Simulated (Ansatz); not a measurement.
SrPd5, space group P6/mmm, a convergence test of the k-point mesh

Run with the Python package of Ansatz (0.2.0).

`kconv.py`
```python
'''k-point test for SrPd5.'''

import csv
import warnings

import ansatz

warnings.simplefilter('ignore', ansatz.DeckWarning)

lattice = ansatz.Lattice.of(
    (5.383, 0.0, 0.0),
    (-2.6915, 4.66181, 0.0),
    (0.0, 0.0, 4.392),
)
sites = [
    ('Sr', (0.0, 0.0, 0.0)),
    ('Pd', (1 / 3, 2 / 3, 0.0)),
    ('Pd', (2 / 3, 1 / 3, 0.0)),
    ('Pd', (0.5, 0.0, 0.5)),
    ('Pd', (0.5, 0.5, 0.5)),
    ('Pd', (0.0, 0.5, 0.5)),
]
cell = ansatz.Crystal(lattice=lattice)
for symbol, position in sites:
    cell = cell.atom(symbol, position)

calculation = (
    cell.calculation()
    .functional('LDA')
    .occupations('fermi_dirac')
    .forces()
    .stress()
)

rows = []
for value in [(2, 2, 2), (2, 2, 3), (3, 3, 3), (4, 4, 4), (5, 5, 5), (6, 6, 6)]:
    report = calculation.kpoints(*value).run().report
    rows.append((value, report['free_energy_ev'] / len(report['lattice']['sites']), report['n_iterations'], sum(report['stress_gpa'][i][i] for i in range(3)) / 3, max(abs(f) for row in report['forces_ev_ang'] for f in row), report['n_kpoints']))

with open('kconv.csv', 'w', newline='') as handle:
    writer = csv.writer(handle)
    writer.writerow(['mesh', 'F/atom (eV)', 'iterations', 'P (GPa)', 'max component (eV/A)', 'k-points'])
    writer.writerows([round(v, 5) if isinstance(v, float) else v for v in row] for row in rows)

# the last row is the reference
for row in rows[:-1]:
    shift = 1000 * (row[1] - rows[-1][1])
    print(f'{row[0]}: {shift:+.2f} meV/atom' + ('  (within 5 meV)' if abs(shift) < 5 else ''))
```

Output of `python kconv.py`:
```text
(2, 2, 2): -33.59 meV/atom
(2, 2, 3): -127.56 meV/atom
(3, 3, 3): -14.69 meV/atom
(4, 4, 4): +7.41 meV/atom
(5, 5, 5): +3.35 meV/atom  (within 5 meV)
```

File `kconv.csv` afterwards:
```csv
mesh,F/atom (eV),iterations,P (GPa),max component (eV/A),k-points
"(2, 2, 2)",-6278.2633,9,-5.6297,0.0,4
"(2, 2, 3)",-6278.35728,8,-7.61112,0.0,4
"(3, 3, 3)",-6278.2444,7,-6.80743,0.0,6
"(4, 4, 4)",-6278.2223,7,-6.09143,0.0,12
"(5, 5, 5)",-6278.22636,8,-6.00854,0.0,15
"(6, 6, 6)",-6278.22971,8,-6.10975,0.0,28
```

From 5×5×5 on it stays within 5 meV an atom of the value at 6×6×6; the first row (2×2×2) is off by 33.6 meV and the last but one by 3.35 meV. This holds for F at a smearing of 0.1 eV; a narrower one needs a denser mesh. It goes up and down, since the sum over k-points isn't variational. The pressure moves from -5.63 to -6.11 GPa.

Caveats:
- Forces vanish by symmetry here and test nothing.
- Pressure is positive in compression.
- At these settings the cell as given stands under about -6 GPa, so it isn't at this functional's equilibrium volume.
- The starting cell is as deposited in a crystallographic database; the results hold for this polymorph, which needn't be the stable one.
- Shifts are counted from the finest mesh, which is itself no proven limit.
- Wall time of the script: 21 s on 1 thread of Arm Neoverse V2, with other jobs on the host, peak memory 0.47 GiB.
